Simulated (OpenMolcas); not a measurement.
# Cu⁴⁺ among point charges: CASSCF and CASPT2 levels and susceptibility

Aim: the splitting of the states of Cu⁴⁺ in the field of 2 point charges, its lowest levels with spin-orbit coupling and its magnetic susceptibility.

The numbers are computed with OpenMolcas 26.06 (state-averaged CASSCF and CASPT2, spin-orbit coupling by RASSI with atomic mean-field integrals), except any that are marked as measured or tabulated.

## (1) The atom as given

```
Species                           : Cu⁴⁺ (copper, Z = 29, 25 electrons)
Basis                             : ANO-RCC-VDZP [5s4p2d1f], 34 functions
Scalar Hamiltonian                : DKH2, point nucleus
Inactive shells                   : 1s 2s 2p 3s 3p
Active space                      : 7 electrons in 5 orbitals (3d)
Some configurations of this space : 3d⁷
Orbitals                          : optimised for each spin and parity, averaged over all roots
```

Outer shells as boxes (Hund's rule):

3d7
```
3d [↑↓][↑↓][↑ ][↑ ][↑ ]
```

The ion sits among 2 point charges of -1 e arranged as a linear pair (D∞h), 1.87 Å from the ion.

The work runs as a chain of OpenMolcas steps in one folder; each step below is one input file. Labels, J, g values, rates, χT and fits are worked out afterwards by a script from the matrices that RASSI stores. The input lists half of the charges; inversion (Group=XYZ) makes the rest.

## (2) One- and two-electron integrals

a.inp

```
&GATEWAY
Coord
1

Cu 0.0 0.0 0.0
Basis=ANO-RCC-VDZP
Group=XYZ
NoMove
AngMom=0.0 0.0 0.0
AMFI
XField
1 Angstrom 0
0.000000 0.000000 1.870000 -1.000000
&SEWARD
```

Command:

```bash
> OMP_NUM_THREADS=1 MOLCAS_MEM=1689 MOLCAS_PROJECT=a pymolcas a.inp > a.log
```

## (3) CASSCF: quartets of even parity, 10 roots

a.inp

```
&RASSCF
FileOrb=start.orb
Symmetry=1
Spin=4
nActEl=7 0 0
Inactive=3 6
Ras2=5 0
CIRoot=10 10 1
SDav=10
CIMx=300
Iter=120 100
PrWF=0.3
OrbListing=Nothing
MaxOrb=0
>>> COPY $Project.JobIph JOB001
```

start.orb holds the contracted functions of the basis, ordered by shell, or the orbitals of the step before.

## (4) Reference wave functions, doublets of even parity, 40 roots

a.inp

```
&RASSCF
FileOrb=start.orb
Symmetry=1
Spin=2
nActEl=7 0 0
Inactive=3 6
Ras2=5 0
CIRoot=40 40 1
SDav=40
CIMx=300
Iter=120 100
PrWF=0.3
OrbListing=Nothing
MaxOrb=0
>>> COPY $Project.JobIph JOB002
```

## (5) RASSI: spin-orbit coupling between the states

a.inp

```
&RASSI
NrOfJobIphs=2 10 40
1 2 3 4 5 6 7 8 9 10
1 2 3 4 5 6 7 8 9 10 11 12 13 14 15 16 17 18 19 20 21 22 23 24 25 26 27
28 29 30 31 32 33 34 35 36 37 38 39 40
IphNames
JOB001
JOB002
EJob
SpinOrbit
DIPRint=1.0
SOCoupling=1000.0
Subsets=2
Property=9
'ANGMOM' 1 'ANGMOM' 2 'ANGMOM' 3 'MLTPL  1' 1 'MLTPL  1' 2 'MLTPL  1' 3
'AMFI' 1 'AMFI' 2 'AMFI' 3
SOProperty=3
'ANGMOM' 1 'ANGMOM' 2 'ANGMOM' 3
```

## (6) CASPT2: IPEA 0.25, imaginary shift 0.1 (closed shells correlated: 3s 3p)

a.inp

```
>>> COPY JOB001 $Project.JobIph
&CASPT2
Multistate=10 1 2 3 4 5 6 7 8 9 10
NoMult
Frozen=2 3
IPEA=0.25
Imaginary=0.1
MaxIter=60
WThr=0.0 0.3 0.05
PrWF=0.5
NoMix
>>> COPY JOB002 $Project.JobIph
&CASPT2
Multistate=40 1 2 3 4 5 6 7 8 9 10 11 12 13 14 15 16 17 18 19 20 21 22
23 24 25 26 27 28 29 30 31 32 33 34 35 36 37 38 39 40
NoMult
Frozen=2 3
IPEA=0.25
Imaginary=0.1
MaxIter=60
WThr=0.0 0.3 0.05
PrWF=0.5
NoMix
```

(Steps that only read results are left out.)

**Question.** What will these runs give? Wanted: spin-free ground state; first state of the same spin within the active space; lowest level; next level.

**Answer**, as computed:

```
                                            quantity                                                                        value
                                              method  SS-CASPT2, IPEA 0.25, imaginary shift 0.1 (closed shells correlated: 3s 3p)
                              spin-free ground state                                             4Phi, 2-fold in its orbital part
first state of the same spin within the active space                                                          4Sigma at 1860 cm⁻¹
                                        lowest level                                                2-fold, g = 0.00, 0.00, 12.00
                                          next level                                                                   856.9 cm⁻¹
                                         χT at 300 K                                                               4.96 cm³ K/mol
                           effective moment at 300 K                                                                      6.30 μB
```

Cost by method:

| method | time of its own steps | time with the reference |
| --- | --- | --- |
| A. CASSCF | 8.4 s | 8.4 s |
| B. SS-CASPT2, IPEA 0.25, imaginary shift 0.1, +3s 3p | 2.5 s | 11 s |

Times are of one thread on a shared host.

The spin-free ground state (4Phi) comes to 100 % from free-ion F terms and keeps the highest spin of the shell. χT at 300 K is 4.96, against 1.88 cm³ K/mol for the spin alone, so orbital moment adds to it. An active space of the d shell alone favours high spin; real ions in strong fields can be low spin. The field of point charges can differ much from that of real complexes. With metal d orbitals alone active, the gaps between spin states are rough; where two lie within a few thousand cm-1, their order is open. Point charges carry no covalency, so the field is a model and not that of real ligands.
